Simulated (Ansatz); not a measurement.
# C2H7ClInN: a ladder of functionals and wavefunction methods

Aim: compute C2H7ClInN with functionals from several rungs and with coupled cluster, and see how far each lands from CCSD(T) at the basis-set limit for the atomisation energy.

Method: functionals in def2-TZVPP, the program's frozen cores in correlated methods; program: Ansatz 0.2.0, Gaussian basis.

Levels to be run: PBE-D4, r2SCAN-D4, PBE0-D4, B3LYP-D4, ωB97X-V, ωB97M-V, B2PLYP; CCSD(T)/def2-TZVPP; MP2/def2-QZVPP; extrapolation to the limit.

### 1 The geometry

An earlier PBE0-D4 in a triple-zeta def2 set relaxation fixed the geometry. In takes the def2 core potential; no spin-orbit term is included.

12 atoms, charge 0, spin multiplicity 1.

Atoms are counted from 1 here; the program's logs count them from 0.

Bond lengths: C1–C2 1.521 Å, C1–H6 1.095 Å, C1–H7 1.092 Å, C1–H8 1.092 Å, C2–In3 2.143 Å, C2–H9 1.093 Å, C2–H10 1.093 Å, In3–N4 2.005 Å, In3–Cl5 2.359 Å, N4–H11 1.009 Å, N4–H12 1.008 Å. Angles: C2–C1–H6 110.8°, C2–C1–H7 111.9°, C2–C1–H8 111.9°, H6–C1–H7 107.5°, H6–C1–H8 107.6°, H7–C1–H8 106.8°, C1–C2–In3 113.1°, C1–C2–H9 111.7°, C1–C2–H10 111.6°, In3–C2–H9 107.1°, In3–C2–H10 106.4°, H9–C2–H10 106.5°, C2–In3–N4 135.9°, C2–In3–Cl5 115.6°, N4–In3–Cl5 108.2°, In3–N4–H11 117.0°, In3–N4–H12 120.5°, H11–N4–H12 110.3°.

Coordinates:

| atom | x (Å) | y (Å) | z (Å) |
| --- | --- | --- | --- |
| C1 | 0.38816 | 1.43876 | 1.42880 |
| C2 | 0.90029 | 0.22691 | 0.66571 |
| In3 | -0.51085 | -0.52925 | -0.75886 |
| N4 | -0.53352 | -1.99908 | -2.12256 |
| Cl5 | -2.48698 | 0.73570 | -1.00354 |
| H6 | 1.14436 | 1.80391 | 2.13084 |
| H7 | -0.51075 | 1.20805 | 2.00399 |
| H8 | 0.13213 | 2.26291 | 0.76028 |
| H9 | 1.15151 | -0.59679 | 1.33842 |
| H10 | 1.80988 | 0.45952 | 0.10565 |
| H11 | -1.42727 | -2.23477 | -2.52756 |
| H12 | 0.01993 | -2.83088 | -1.98698 |

### 2 PBE-D4 (GGA)

Input file in.yaml:

```yaml
crystal:
  periodic: [false, false, false]
  atoms:
    - {symbol: C, position_ang: [0.388164, 1.438756, 1.428804]}
    - {symbol: C, position_ang: [0.900286, 0.226908, 0.665709]}
    - {symbol: In, position_ang: [-0.510852, -0.529247, -0.758857]}
    - {symbol: N, position_ang: [-0.533518, -1.999079, -2.122558]}
    - {symbol: Cl, position_ang: [-2.486979, 0.735700, -1.003538]}
    - {symbol: H, position_ang: [1.144364, 1.803914, 2.130836]}
    - {symbol: H, position_ang: [-0.510747, 1.208051, 2.003994]}
    - {symbol: H, position_ang: [0.132131, 2.262914, 0.760277]}
    - {symbol: H, position_ang: [1.151509, -0.596785, 1.338422]}
    - {symbol: H, position_ang: [1.809880, 0.459516, 0.105655]}
    - {symbol: H, position_ang: [-1.427268, -2.234770, -2.527562]}
    - {symbol: H, position_ang: [0.019930, -2.830879, -1.986984]}
basis:
  gaussian: {orbitals: def2-TZVPP}
hamiltonian: {xc: pbe, dispersion: d4}
output: {forces: true, orbitals: {seedname: orbitals}}
```

Launch:

```console
> ansatz run in.yaml --threads 2 --pin off --events-out ev --progress --plain --max-ram 32768MiB --backend cuda --devices 0, --max-vram 18GiB
```

Further steps of the session: r2SCAN-D4 (meta-GGA); PBE0-D4 (hybrid); B3LYP-D4 (hybrid); ωB97X-V (range-separated); ωB97M-V (range-separated); B2PLYP (double hybrid); CCSD(T) in def2-TZVPP; MP2 in def2-QZVPP.

Before running them: what should the planned runs give, taken together? Wanted: atomisation energy, CCSD(T)/CBS; farthest; mean size of error, hybrid; mean size of error, range-separated; gap, smallest and largest; T1 diagnostic; triples share of the correlation energy.

The runs gave:

| quantity | value |
| --- | --- |
| atomisation energy, CCSD(T)/CBS | 4119.7 kJ/mol |
| functionals within 41.2 kJ/mol (1.0 %) | r2SCAN-D4, PBE0-D4, B3LYP-D4, ωB97X-V, ωB97M-V |
| farthest | B2PLYP (-71.8 kJ/mol) |
| mean size of error, hybrid | 23.4 kJ/mol |
| mean size of error, range-separated | 1.6 kJ/mol |
| gap, smallest and largest | 4.21 eV (PBE-D4), 10.60 eV (ωB97X-V) |
| T1 diagnostic | 0.0126 |
| triples share of the correlation energy | 3.7 % |

PBE-D4 misses by +46.2 kJ/mol. Double hybrids carry the basis error of their MP2 part in triple zeta, and no dispersion term here, so their miss is partly the set-up's. The reference freezes the cores and leaves out spin-orbit coupling and excitations past (T), and its outer-core shells are covered unevenly, so misses under about 41.2 kJ/mol can't be ranked. All levels share the lack of spin-orbit coupling, which lowers the free heavy atoms and so the true binding. Hartree-Fock recovers 72 % of the binding; the rest is correlation. The gap grows from 4.2 to 10.6 eV across the functionals, mostly with the share of exact exchange. Correlated methods include outer-core shells of In, which these sets cover unevenly.
